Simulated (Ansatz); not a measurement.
**SrMg (Pm-3m): convergence test of the plane-wave cutoff, by script**

The task is a convergence test of the plane-wave cutoff, for SrMg (Pm-3m).

Program: Ansatz 0.2.0 through its Python package. Level of theory: DFT PBEsol+D3(BJ) with three-body term, plane waves, PAW. These are calculated values, not measurements.

## 1. Starting point

It takes space group Pm-3m (No. 221, cubic). The conventional cell has a = 3.900 Å, b = 3.900 Å, c = 3.900 Å, α = 90.00°, β = 90.00°, γ = 90.00°. Sr (site symmetry m-3m) is surrounded by 8 Mg at 3.38 Å. Mg (site symmetry m-3m) has 8 Sr at 3.38 Å as nearest neighbours.

Input file srmg.cif:

```cif
data_SrMg
_cell_length_a 3.900000
_cell_length_b 3.900000
_cell_length_c 3.900000
_cell_angle_alpha 90.00000
_cell_angle_beta 90.00000
_cell_angle_gamma 90.00000
_symmetry_space_group_name_H-M 'P 1'
_symmetry_Int_Tables_number 1
loop_
_symmetry_equiv_pos_as_xyz
'x, y, z'
loop_
_atom_site_label
_atom_site_type_symbol
_atom_site_fract_x
_atom_site_fract_y
_atom_site_fract_z
Sr1 Sr    0.500000    0.500000    0.500000
Mg2 Mg    0.000000    0.000000    0.000000
```

## 2. Script

File ecut_srmg.py:

```python
"""Convergence of SrMg with the plane-wave cutoff."""

import ansatz as az
from ase.io import read
import pandas as pd


def main() -> None:
    atoms = read("srmg.cif")
    cell = az.Crystal.from_ase(atoms)

    calculation = cell.calculation()
    calculation = calculation.scf(max_iterations=200, extra_bands=16)
    calculation = calculation.functional("pbesol", dispersion="d3bjatm")
    calculation = calculation.eigensolver("davidson", full_accuracy=True)
    calculation = calculation.occupations("cold", width=0.1)
    calculation = calculation.kpoints(6, center="monkhorst-pack")

    rows = []
    for value in [250, 325, 400, 475]:
        data = calculation.basis(value).run(threads=1, pin="off").report
        rows.append((value, data["free_energy_ev"] / len(data["lattice"]["sites"]), data["n_iterations"], data["n_pw"]))

    table = pd.DataFrame(rows, columns=["cutoff (eV)", "F/atom (eV)", "iterations", "plane waves"])
    print(table.round(5).to_string(index=False))

    # the last row is the reference
    for row in rows[:-1]:
        shift = 1000 * (row[1] - rows[-1][1])
        print(f"{row[0]}: {shift:+.2f} meV/atom" + ("  (within 5 meV)" if abs(shift) < 5 else ""))


if __name__ == "__main__":
    main()
```

## 3. The run

Started as:

```sh
$ python ecut_srmg.py
```

**Question.** How fast does the energy converge with the cutoff (threshold 5 meV an atom)?

**Answer**, as computed:

```
                              quantity           value
                         runs compared               4
       last run but one, from the last  +0.13 meV/atom
within 5 meV/atom of the last run from             325
```

In words: Runs 1, 2: each has a cutoff under the recommended one, so what rests on them isn't a property of the system. From 325 eV on it stays within 5 meV an atom of the value at 475 eV; the first row (250 eV) is off by 126.3 meV and the last but one by 0.13 meV. The energy falls steadily, as expected when plane waves are added. For a metal this k-point mesh is coarse: on a finer one energies can move by several to tens of meV an atom and pressures by half a GPa or more, differences at one mesh by less. Shifts are counted from the last row, which is itself no proven limit.
